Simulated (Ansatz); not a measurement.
# Li2Pt: the cost of one run

Computed with Ansatz 0.2.0 (DFT r2SCAN, scalar-relativistic, plane waves, PAW, unless a step's input says otherwise).

1 further run of the same task is left out (set aside as unsound or not needed).

## 1. Starting point

It takes space group P6/mmm (No. 191, hexagonal). Conventional cell: a = 4.183 Å, b = 4.183 Å, c = 2.647 Å, α = 90.00°, β = 90.00°, γ = 120.00°. Around Li (site symmetry -6m2) lie 5 Li at 2.42 to 2.65 Å and 6 Pt at 2.75 Å. Pt (site symmetry 6/mmm) is surrounded by 2 Pt at 2.65 Å and 12 Li at 2.75 Å.

Coordinates:

```cif
data_structure
_symmetry_space_group_name_H-M 'P6/mmm'
_symmetry_Int_Tables_number 191
_cell_length_a 4.1832
_cell_length_b 4.1832
_cell_length_c 2.6467
_cell_angle_alpha 90.000
_cell_angle_beta 90.000
_cell_angle_gamma 120.000
_cell_volume 40.11
loop_
_atom_site_label
_atom_site_type_symbol
_atom_site_symmetry_multiplicity
_atom_site_Wyckoff_symbol
_atom_site_fract_x
_atom_site_fract_y
_atom_site_fract_z
_atom_site_occupancy
Li1 Li 2 d 0.33333 0.66667 0.50000 1
Pt1 Pt 1 a 0.00000 0.00000 0.00000 1
```

This cell was relaxed beforehand with the same method: volume 13.37 Å³/atom, gap on the mesh none (metal).

## 2. Electronic structure at the relaxed geometry

input.yaml reads:

```yaml
crystal:
  lattice:
    - [4.1831501398, 0.0, 0.0]
    - [-2.0915750699, 3.6227142889, 0.0]
    - [0.0, 0.0, 2.6466656297]
  atoms:
    - { symbol: Li, position: [0.3333333333, 0.6666666667, 0.5] }
    - { symbol: Li, position: [0.6666666667, 0.3333333333, 0.5] }
    - { symbol: Pt, position: [0.0, 0.0, 0.0] }
basis:
  ecutwfc: 500
kpoints:
  mp_grid: { grid: [12, 12, 16] }
  band_path:
    path:
      - [[0.0, 0.0, 0.0], [0.5, 0.0, 0.0], [0.33333333, 0.33333333, 0.0], [0.0, 0.0, 0.0], [0.0, 0.0, 0.5], [0.5, 0.0, 0.5], [0.33333333, 0.33333333, 0.5], [0.0, 0.0, 0.5]]
      - [[0.5, 0.0, 0.5], [0.5, 0.0, 0.0]]
      - [[0.33333333, 0.33333333, 0.5], [0.33333333, 0.33333333, 0.0]]
    npoints: 14
hamiltonian:
  xc: r2scan
scf:
  occupations: { method: gaussian, width: 0.1 }
  n_extra_bands: 7
output:
  forces: true
  stress: true
  eigenvalues: true
  populations: true
  dos: { projected: true, de: 0.02, nscf_kmesh: { grid: [18, 18, 24] } }
  bader: true
  write_density: true
  write_potential: true
  elf: true
  volumetric_format: npy
```

The run is started by

```console
> ansatz run input.yaml --threads 1 --pin off --max-ram 2560MiB --backend cpu --events-out ev --progress --plain --runs-dir out
```

**Question.** How long does this run take on 1 thread of Intel Xeon at 2.50GHz (Skylake/Cascade Lake), shared host, and how much memory does it need?

About 2.5 min, with a peak of 0.6 GiB.
